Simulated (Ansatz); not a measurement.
# One shape, several levels: C3H8Si (SMILES CC(C)[SiH])

Aim: a comparison of 6 runs (HF/STO-3G, B2PLYP/6-31G*, B3LYP/6-31G*, PBE/6-31G*, r2SCAN0/6-31G*, CCSD/6-31G*) of C3H8Si. 

The calculation is run with Ansatz 0.2.0.

62 further runs of the same task are left out: 62 set aside as unsound or not needed.

## Step 1: The structure to begin with

The species is C3H8Si (12 atoms), meant as a singlet with charge 0. As SMILES, `CC(C)[SiH]`. The Si4–H12 distance was set to 1.988 Å, away from the relaxed value. At this shape a bond of the SMILES string is far longer than usual.

Bond lengths: C1–C2 1.513 Å, C2–C3 1.532 Å, C2–Si4 1.900 Å, C1–H5 1.093 Å, C1–H6 1.093 Å, C1–H7 1.096 Å, C2–H8 1.091 Å, C3–H9 1.089 Å, C3–H10 1.146 Å, C3–H11 1.090 Å. Some angles: C1–C2–C3 114.4°, C1–C2–Si4 122.7°, C3–C2–Si4 84.0°, C1–C2–H8 111.2°, C3–C2–H8 110.2°, Si4–C2–H8 111.4°, C2–C1–H5 111.1°, C2–C1–H6 110.7°, C2–C1–H7 112.0°, C2–C3–H9 112.0°. A long bond or contact: Si4–H12 1.988 Å.

## Step 2: A single-point energy at HF/STO-3G (run 1)

in.yaml reads:

```yaml
crystal:
  periodic: [false, false, false]
  atoms:
    - symbol: C
      position_ang: [-0.041357, 0.541865, -1.242623]
    - symbol: C
      position_ang: [0.309343, -0.801435, -0.640023]
    - symbol: C
      position_ang: [1.001643, -0.722635, 0.724277]
    - symbol: Si
      position_ang: [-0.957257, -1.870835, 0.287777]
    - symbol: H
      position_ang: [-0.628357, 0.422365, -2.156323]
    - symbol: H
      position_ang: [-0.638857, 1.133765, -0.544223]
    - symbol: H
      position_ang: [0.851943, 1.121265, -1.502223]
    - symbol: H
      position_ang: [0.905943, -1.399535, -1.330223]
    - symbol: H
      position_ang: [0.962143, 0.280765, 1.145177]
    - symbol: H
      position_ang: [0.496443, -1.376035, 1.518777]
    - symbol: H
      position_ang: [2.019243, -1.112635, 0.728677]
    - symbol: H
      position_ang: [-1.874800, -0.288600, 1.067000]
basis:
  gaussian:
    orbitals: STO-3G
hamiltonian:
  xc: hf
accuracy: high
output: {orbitals: {seedname: orbitals}}
```

Run with:

```console
$ ansatz run in.yaml --threads 1 --pin off --max-ram 3480MiB --events-out events.jsonl --progress --plain --runs-dir runs
```

Log:

```text
Warning: RAYON_NUM_THREADS=1 ignored (pool sized by the plan → 1); use --threads N
Functional definition: HF
  name "HF"
  exchange = exact_x
  correlation = 0
682 factors; integrals over basis functions are off by at most 6.7e-9 eV
mean field evaluation 1: about -10946.0670 eV, gradient 1.6e1 eV
mean field evaluation 2: about -10946.2869 eV, gradient 1.6e1 eV
mean field evaluation 4: about -10947.7293 eV, gradient 9.7e-1 eV
mean field evaluation 8: about -10947.7328 eV, gradient 2.7e-2 eV
mean field -10947.73282273 eV, -402.3217605954 hartree, gradient 7.0e-9 eV, S^2 0.000000; 0 other end points of the search recorded, 0 dependent functions left out
reference -10947.73282273 eV, -402.3217605954 hartree; 20, 20 occupied and 12, 12 virtual orbitals, 682 factors
Total energy: -10947.73282273 eV, -402.3217605954 hartree
```

Run time: 0.26 s. Hardware: 1 thread of Intel Xeon 6975P-C (Granite Rapids), shared host.

## Step 3: A single-point energy at B2PLYP/6-31G(d) (spherical functions) (run 2)

job.yaml reads:

```yaml
crystal:
  periodic: [false, false, false]
  atoms:
    - {symbol: C, position_ang: [-0.041357, 0.541865, -1.242623]}
    - {symbol: C, position_ang: [0.309343, -0.801435, -0.640023]}
    - {symbol: C, position_ang: [1.001643, -0.722635, 0.724277]}
    - {symbol: Si, position_ang: [-0.957257, -1.870835, 0.287777]}
    - {symbol: H, position_ang: [-0.628357, 0.422365, -2.156323]}
    - {symbol: H, position_ang: [-0.638857, 1.133765, -0.544223]}
    - {symbol: H, position_ang: [0.851943, 1.121265, -1.502223]}
    - {symbol: H, position_ang: [0.905943, -1.399535, -1.330223]}
    - {symbol: H, position_ang: [0.962143, 0.280765, 1.145177]}
    - {symbol: H, position_ang: [0.496443, -1.376035, 1.518777]}
    - {symbol: H, position_ang: [2.019243, -1.112635, 0.728677]}
    - {symbol: H, position_ang: [-1.874800, -0.288600, 1.067000]}
basis:
  gaussian:
    orbitals: 6-31G_st_-spherical.json
hamiltonian:
  xc: {name: B2PLYP}
correlation:
  frozen_orbitals: {C: 1, H: 0, Si: 5}
accuracy: high
output:
  orbitals: {seedname: orbitals}
```

The basis set 6-31G* is read from a file made from the Basis Set Exchange's data (not shown).

Run with:

```console
$ ansatz run job.yaml --threads 1 --pin off --max-ram 3480MiB --events-out events.jsonl --progress --plain --runs-dir runs
```

Log, cut to the lines that bear on the results:

```text
Warning: RAYON_NUM_THREADS=1 ignored (pool sized by the plan → 1); use --threads N
Functional definition: B2PLYP
  name "B2PLYP"
[...]
1922 factors; integrals over basis functions are off by at most 3.8e-9 eV
[...]
mean field -11103.54139705 eV, -408.0476200910 hartree, gradient 6.2e-8 eV, S^2 0.000000; 0 other end points of the search recorded, 0 dependent functions left out
8 core orbitals not correlated: weight in the atoms' cores, before any rotation towards them, 1.000 or more for the frozen orbitals, at most 0.000 for the correlated occupied ones
reference -11103.54142134 eV, -408.0476209834 hartree; 12, 12 occupied and 56, 56 virtual orbitals, 1922 factors
second order -15.96140912 eV of doubles, -0.00000000 eV of singles
Total energy: -11107.85100180 eV, -408.2059951442 hartree
```

It took 5.7 s on 1 thread of Intel Xeon 6975P-C (Granite Rapids), shared host; peak memory 0.27 GiB.

## Step 4: A single-point energy at B3LYP/6-31G(d) (spherical functions) (run 3)

run.yaml reads:

```yaml
crystal:
  periodic: [false, false, false]
  atoms:
    - {symbol: C, position_ang: [-0.041357, 0.541865, -1.242623]}
    - {symbol: C, position_ang: [0.309343, -0.801435, -0.640023]}
    - {symbol: C, position_ang: [1.001643, -0.722635, 0.724277]}
    - {symbol: Si, position_ang: [-0.957257, -1.870835, 0.287777]}
    - {symbol: H, position_ang: [-0.628357, 0.422365, -2.156323]}
    - {symbol: H, position_ang: [-0.638857, 1.133765, -0.544223]}
    - {symbol: H, position_ang: [0.851943, 1.121265, -1.502223]}
    - {symbol: H, position_ang: [0.905943, -1.399535, -1.330223]}
    - {symbol: H, position_ang: [0.962143, 0.280765, 1.145177]}
    - {symbol: H, position_ang: [0.496443, -1.376035, 1.518777]}
    - {symbol: H, position_ang: [2.019243, -1.112635, 0.728677]}
    - {symbol: H, position_ang: [-1.874800, -0.288600, 1.067000]}
basis:
  gaussian:
    orbitals: 6-31G_st_-spherical.json
hamiltonian:
  xc: {name: B3LYP}
accuracy: high
output: {orbitals: {seedname: orbitals}}
```

The basis set 6-31G* is read from a file made from the Basis Set Exchange's data (not shown).

Run with:

```console
$ ansatz run run.yaml --threads 1 --pin off --max-ram 3480MiB --events-out events.jsonl --progress --plain --runs-dir runs
```

Log:

```text
Warning: RAYON_NUM_THREADS=1 ignored (pool sized by the plan → 1); use --threads N
Functional definition: B3LYP
  name "B3LYP"
  parameter a0 = 0.2
  parameter ax = 0.72
  parameter ac = 0.81
  exchange = (1 - a0 - ax)*slater_x + ax*b88_x + a0*exact_x
  correlation = (1 - ac)*vwn_rpa_c + ac*lyp_c
1922 factors; integrals over basis functions are off by at most 3.8e-9 eV
mean field evaluation 1: about -11109.1110 eV, gradient 5.4e1 eV
mean field evaluation 2: about -11098.8061 eV, gradient 8.0e1 eV
mean field evaluation 4: about -11116.3541 eV, gradient 3.8e0 eV
mean field evaluation 8: about -11116.6012 eV, gradient 1.5e-1 eV
mean field evaluation 16: about -11116.6013 eV, gradient 6.4e-5 eV
mean field -11116.60126930 eV, -408.5275615439 hartree, gradient 8.4e-8 eV, S^2 0.000000; 0 other end points of the search recorded, 0 dependent functions left out
reference -11116.60130741 eV, -408.5275629442 hartree; 20, 20 occupied and 56, 56 virtual orbitals, 1922 factors
Total energy: -11116.60130741 eV, -408.5275629442 hartree
```

Wall time 4.2 s (1 thread of Intel Xeon 6975P-C (Granite Rapids), shared host); peak memory 0.27 GiB.

Runs 4 to 5 aren't shown in full; the table further down has their settings and results.

## Step 5: A single-point energy at CCSD/6-31G(d) (spherical functions) (run 6)

Edit job.yaml of step 3 so:

```diff
@@ -18,8 +18,7 @@
     orbitals: 6-31G_st_-spherical.json
-hamiltonian:
-  xc: {name: B2PLYP}
 correlation:
+  method: ccsd
   frozen_orbitals: {C: 1, H: 0, Si: 5}
 accuracy: high
-output:
-  orbitals: {seedname: orbitals}
+scf:
+  omitted_lower_state_checks: [cluster_reference, increment]
```

The basis set 6-31G* is read from a file made from the Basis Set Exchange's data (not shown).

Run with:

```console
$ ansatz run job.yaml --threads 1 --pin off --max-ram 3480MiB --events-out events.jsonl --progress --plain --runs-dir runs
```

Log, cut to the lines that bear on the results:

```text
Warning: RAYON_NUM_THREADS=1 ignored (pool sized by the plan → 1); use --threads N
Functional definition: HF
  name "HF"
[...]
1922 factors; integrals over basis functions are off by at most 3.8e-9 eV
[...]
mean field -11076.64095353 eV, -407.0590470255 hartree, gradient 9.4e-8 eV, S^2 0.000000; 0 other end points of the search recorded, 0 dependent functions left out
8 core orbitals not correlated: weight in the atoms' cores, before any rotation towards them, 1.000 or more for the frozen orbitals, at most 0.000 for the correlated occupied ones
reference -11076.64095353 eV, -407.0590470255 hartree; 12, 12 occupied and 56, 56 virtual orbitals, 1922 factors
second order -12.88845352 eV of doubles, -0.00000000 eV of singles
cycle   1  -13.87362808 eV  change   -9.9e-1 eV  update   1.0e-1
[...]
cycle  24  -14.49862893 eV  change   1.5e-10 eV  update   2.0e-9
Total energy: -11091.13958246 eV, -407.5918618110 hartree
Checks for a lower state left out: cluster_reference, increment
```

It took 6.6 s on 1 thread of Intel Xeon 6975P-C (Granite Rapids), shared host; peak memory 0.41 GiB.

## Step 6: The series

```csv
run,level,frozen core orbitals,energy (Eh),HOMO energy (eV),LUMO energy (eV),HOMO–LUMO gap (eV),wall time
1,HF/STO-3G,–,-402.321761,-5.71,7.10,12.82,0.26 s
2,B2PLYP/6-31G* (spherical functions),8,-408.205995,-7.01,-0.20,6.81,5.7 s
3,B3LYP/6-31G* (spherical functions),–,-408.527563,-5.97,-1.59,4.38,4.2 s
4,PBE/6-31G* (spherical functions),–,-408.181863,-5.12,-2.25,2.88,3.6 s
5,r2SCAN0/6-31G* (spherical functions),–,-408.381488,-6.31,-1.37,4.94,6.9 s
6,CCSD/6-31G* (spherical functions),8,-407.591862,–,–,–,6.6 s
```

## Step 7: Outcome

| quantity | value |
| --- | --- |
| run 6: total energy | -407.59186 Eh |
| run 6: correlation energy (8 core orbitals frozen) | -532.8 mEh |
| run 6: T1 diagnostic | 0.014 |

In words: Over runs 1, 2, 3, 4, 5 the HOMO–LUMO gap runs from 2.88 eV (PBE/6-31G*) to 12.82 eV (HF/STO-3G). The two ends differ in method and basis. Totals of different functionals can't be ranked against each other. In run 1 the basis is minimal, so the values are rough. All runs together took 27 s, the longest 6.9 s.
